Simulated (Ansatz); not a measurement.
# FH3SSi: interaction energy of a dimer with the counterpoise correction from a Python script

How strongly do two molecules of FH3SSi bind, and how much of that is basis error? Wanted for FH3SSi: the interaction energy of a dimer with the counterpoise correction. SMILES: F[SiH2]S.

Computed with the Python package of Ansatz 0.2.0. Level of theory: B3LYP+D4/def2-SVP.

### 1 The system

Bond lengths: F1–Si2 1.538 Å, Si2–S3 2.115 Å, Si2–H4 1.472 Å, Si2–H5 1.496 Å, S3–H6 1.358 Å. Angles: F1–Si2–S3 108.2°, F1–Si2–H4 112.3°, F1–Si2–H5 111.0°, S3–Si2–H4 108.0°, S3–Si2–H5 109.6°, H4–Si2–H5 107.7°, Si2–S3–H6 96.6°.

No structure file is read: the coordinates are typed or built in the script.

### 2 The code

fh3ssi.py

```python
import ansatz as az

FIRST = [
    ('F', (-1.8459, 0.5638, -0.2587)),
    ('Si', (-0.4045, 0.0352, -0.3571)),
    ('S', (0.5134, 0.2613, 1.5344)),
    ('H', (-0.3559, -1.3907, -0.7175)),
    ('H', (0.3746, 0.7903, -1.3867)),
    ('H', (1.7183, -0.2599, 1.1855)),
]
SECOND = [
    ('F', (2.0715, 2.6321, 0.6953)),
    ('Si', (1.9317, 3.6098, -0.4843)),
    ('S', (2.5311, 5.5284, 0.1725)),
    ('H', (2.7823, 3.2343, -1.6248)),
    ('H', (0.5183, 3.6646, -0.9708)),
    ('H', (2.3222, 6.1685, -1.0072)),
]

def energy(atoms, ghosts=()):
    molecule = az.Crystal.molecule()
    for symbol, xyz in atoms:
        molecule = molecule.atom(symbol, xyz)
    calc = (
        molecule.calculation()
        .basis(gaussian='def2-SVP')
        .functional('b3lyp', dispersion='d4')
    )
    deck = calc.input()
    if ghosts:
        deck = deck.set(az.key.basis.gaussian.ghost_atoms, [{'symbol': s, 'position_ang': list(xyz)} for s, xyz in ghosts])
    return az.Session.from_dict(deck).plan().execute().report['free_energy_ev']

both = energy(FIRST + SECOND)
alone = energy(FIRST) + energy(SECOND)
ghosted = energy(FIRST, SECOND) + energy(SECOND, FIRST)
print(f'dimer {both:.6f} eV')
print(f'interaction, uncorrected   {23.060548 * (both - alone):8.3f} kcal/mol')
print(f'interaction, counterpoise  {23.060548 * (both - ghosted):8.3f} kcal/mol')
print(f'basis-set superposition    {23.060548 * (alone - ghosted):8.3f} kcal/mol')
```

### 3 What the engine is handed

The package turns the script's settings into the engine's input (first run):

```yaml
crystal:
  periodic: [false, false, false]
  atoms:
    - { symbol: F, position_ang: [-1.8459, 0.5638, -0.2587] }
    - { symbol: Si, position_ang: [-0.4045, 0.0352, -0.3571] }
    - { symbol: S, position_ang: [0.5134, 0.2613, 1.5344] }
    - { symbol: H, position_ang: [-0.3559, -1.3907, -0.7175] }
    - { symbol: H, position_ang: [0.3746, 0.7903, -1.3867] }
    - { symbol: H, position_ang: [1.7183, -0.2599, 1.1855] }
    - { symbol: F, position_ang: [2.0715, 2.6321, 0.6953] }
    - { symbol: Si, position_ang: [1.9317, 3.6098, -0.4843] }
    - { symbol: S, position_ang: [2.5311, 5.5284, 0.1725] }
    - { symbol: H, position_ang: [2.7823, 3.2343, -1.6248] }
    - { symbol: H, position_ang: [0.5183, 3.6646, -0.9708] }
    - { symbol: H, position_ang: [2.3222, 6.1685, -1.0072] }
basis:
  gaussian:
    orbitals: def2-SVP
hamiltonian:
  xc: b3lyp
  dispersion: d4
```

### 4 The run

Command:

```bash
$ python fh3ssi.py
```

Log:

```text
dimer -42947.540894 eV
interaction, uncorrected     -1.365 kcal/mol
interaction, counterpoise     0.596 kcal/mol
basis-set superposition       1.961 kcal/mol
```

Run time: 18 s. Hardware: 1 thread of Arm Neoverse V1, shared host; peak memory 0.37 GiB.

### 5 What changed from run to run

The engine's inputs for some of the other runs:

Run 2, against run 1:

```diff
@@ -10,6 +9,0 @@
-    - { symbol: F, position_ang: [2.0715, 2.6321, 0.6953] }
-    - { symbol: Si, position_ang: [1.9317, 3.6098, -0.4843] }
-    - { symbol: S, position_ang: [2.5311, 5.5284, 0.1725] }
-    - { symbol: H, position_ang: [2.7823, 3.2343, -1.6248] }
-    - { symbol: H, position_ang: [0.5183, 3.6646, -0.9708] }
-    - { symbol: H, position_ang: [2.3222, 6.1685, -1.0072] }
```

Run 4, against run 1:

```diff
@@ -10,6 +9,0 @@
-    - { symbol: F, position_ang: [2.0715, 2.6321, 0.6953] }
-    - { symbol: Si, position_ang: [1.9317, 3.6098, -0.4843] }
-    - { symbol: S, position_ang: [2.5311, 5.5284, 0.1725] }
-    - { symbol: H, position_ang: [2.7823, 3.2343, -1.6248] }
-    - { symbol: H, position_ang: [0.5183, 3.6646, -0.9708] }
-    - { symbol: H, position_ang: [2.3222, 6.1685, -1.0072] }
@@ -18,0 +13,7 @@
+    ghost_atoms:
+      - { symbol: F, position_ang: [2.0715, 2.6321, 0.6953] }
+      - { symbol: Si, position_ang: [1.9317, 3.6098, -0.4843] }
+      - { symbol: S, position_ang: [2.5311, 5.5284, 0.1725] }
+      - { symbol: H, position_ang: [2.7823, 3.2343, -1.6248] }
+      - { symbol: H, position_ang: [0.5183, 3.6646, -0.9708] }
+      - { symbol: H, position_ang: [2.3222, 6.1685, -1.0072] }
```

Run 5, against run 1:

```diff
@@ -4,6 +3,0 @@
-    - { symbol: F, position_ang: [-1.8459, 0.5638, -0.2587] }
-    - { symbol: Si, position_ang: [-0.4045, 0.0352, -0.3571] }
-    - { symbol: S, position_ang: [0.5134, 0.2613, 1.5344] }
-    - { symbol: H, position_ang: [-0.3559, -1.3907, -0.7175] }
-    - { symbol: H, position_ang: [0.3746, 0.7903, -1.3867] }
-    - { symbol: H, position_ang: [1.7183, -0.2599, 1.1855] }
@@ -18,0 +13,7 @@
+    ghost_atoms:
+      - { symbol: F, position_ang: [-1.8459, 0.5638, -0.2587] }
+      - { symbol: Si, position_ang: [-0.4045, 0.0352, -0.3571] }
+      - { symbol: S, position_ang: [0.5134, 0.2613, 1.5344] }
+      - { symbol: H, position_ang: [-0.3559, -1.3907, -0.7175] }
+      - { symbol: H, position_ang: [0.3746, 0.7903, -1.3867] }
+      - { symbol: H, position_ang: [1.7183, -0.2599, 1.1855] }
```

Lines on the test bed's own set-up are left out of the output.

### 6 What each run gave

The 5 runs, in the order started:

```csv
run,system,ghost atoms,energy (eV),SCF cycles,CPU time (s)
1,F2H6S2Si2,not set,-42947.5409,17,5.9
2,FH3SSi,not set,-21473.7407,15,1.4
3,FH3SSi,not set,-21473.7410,15,1.4
4,FH3SSi,a list of 6,-21473.7779,15,4.1
5,FH3SSi,a list of 6,-21473.7888,15,4.4
```

Totals carry meaning only in balanced differences at one level of theory.

### 7 Results

```
                        quantity            value
 interaction energy, uncorrected  -1.365 kcal/mol
interaction energy, counterpoise   0.596 kcal/mol
                   runs compared                5
```

The counterpoise correction turns the binding into repulsion: what looked like attraction was the basis set's error. Uncorrected it is -1.365 kcal/mol, with the counterpoise correction 0.596 kcal/mol; the difference, 1.96 kcal/mol, is the superposition error. The sign changes with the correction, so this basis doesn't settle it. Reading the output:
- The dimer is a generated trial pose of unrelaxed monomers, not a minimum, so the figure is no binding energy, and the basis set is small.
- b3lyp holds the VWN-RPA fit, as in Gaussian; the form of ORCA and Turbomole is b3lyp5.
